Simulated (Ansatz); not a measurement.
# Ba2In2SbH3: the cost of one run

Computed with Ansatz 0.2.0 (DFT PBE, scalar-relativistic, plane waves, PAW, unless a step names another level, unless a step's input says otherwise).

2 further runs of the same task are left out: 2 that didn't finish.

## Step 1: The system as given

The structure is trigonal, space group R-3m (No. 166). Conventional cell: a = 4.549 Å, b = 4.549 Å, c = 34.348 Å, α = 90.00°, β = 90.00°, γ = 120.00°. Ba (site symmetry 3m) is surrounded by 7 H at 2.64 to 3.01 Å. Around In (site symmetry 3m) lie 3 Sb at 3.04 Å. Sb (site symmetry -3m) has 6 In at 3.04 Å as nearest neighbours. H (site symmetry 3m) is surrounded by 4 Ba at 2.64 to 2.68 Å. H (site symmetry -3m) is surrounded by 6 H at 2.89 Å and 6 Ba at 3.01 Å.

Coordinates:

```
CELL_PARAMETERS angstrom
2.27453 1.31320 11.44938
-2.27453 1.31320 11.44938
0.00000 -2.62640 11.44938
ATOMIC_POSITIONS crystal
Ba 0.87607 0.87607 0.87607
Ba 0.12393 0.12393 0.12393
In 0.62205 0.62205 0.62205
In 0.37795 0.37795 0.37795
Sb 0.00000 0.00000 0.00000
H 0.79809 0.79809 0.79809
H 0.20191 0.20191 0.20191
H 0.50000 0.50000 0.50000
```

It came out lowest among 33 distinct ends of the trial cells. At a tolerance of 0.05 Å it has space group R-3m (No. 166).

## Step 2: Tight relaxation for the response runs, on the response runs' mesh and smearing

Contents of input.yaml:

```yaml
crystal:
  lattice:
    - [2.2745295251, 1.3132002336, 11.4493778486]
    - [-2.2745295251, 1.3132002336, 11.4493778486]
    - [0.0, -2.6264004672, 11.4493778486]
  atoms:
    - { symbol: Ba, position: [0.8760719995, 0.8760719995, 0.8760719995] }
    - { symbol: Ba, position: [0.1239280005, 0.1239280005, 0.1239280005] }
    - { symbol: In, position: [0.6220465331, 0.6220465331, 0.6220465331] }
    - { symbol: In, position: [0.3779534669, 0.3779534669, 0.3779534669] }
    - { symbol: Sb, position: [0.0, 0.0, 0.0] }
    - { symbol: H, position: [0.7980921688, 0.7980921688, 0.7980921688] }
    - { symbol: H, position: [0.2019078312, 0.2019078312, 0.2019078312] }
    - { symbol: H, position: [0.5, 0.5, 0.5] }
basis:
  ecutwfc: 420
kpoints:
  mp_grid: { grid: [12, 12, 12] }
hamiltonian:
  xc: pbe
scf:
  occupations: { method: gaussian, width: 0.1 }
output:
  forces: true
  stress: true
  eigenvalues: true
  write_density: true
  write_potential: true
  elf: true
  volumetric_format: npy
relax:
  adjacent_minimum: "off"
  f_tol: 0.001
  max_steps: 60
  cell: { stress_tol: 0.01 }
```

Launch:

```
ansatz run input.yaml --threads 3 --pin off --max-ram 7680MiB --backend cpu --events-out ev --progress --plain --runs-dir out
```

**Question.** How long does this run take on 3 threads of Arm Neoverse V1, shared host, and how much memory does it need?

About 4.8 min, with a peak of 1.4 GiB.
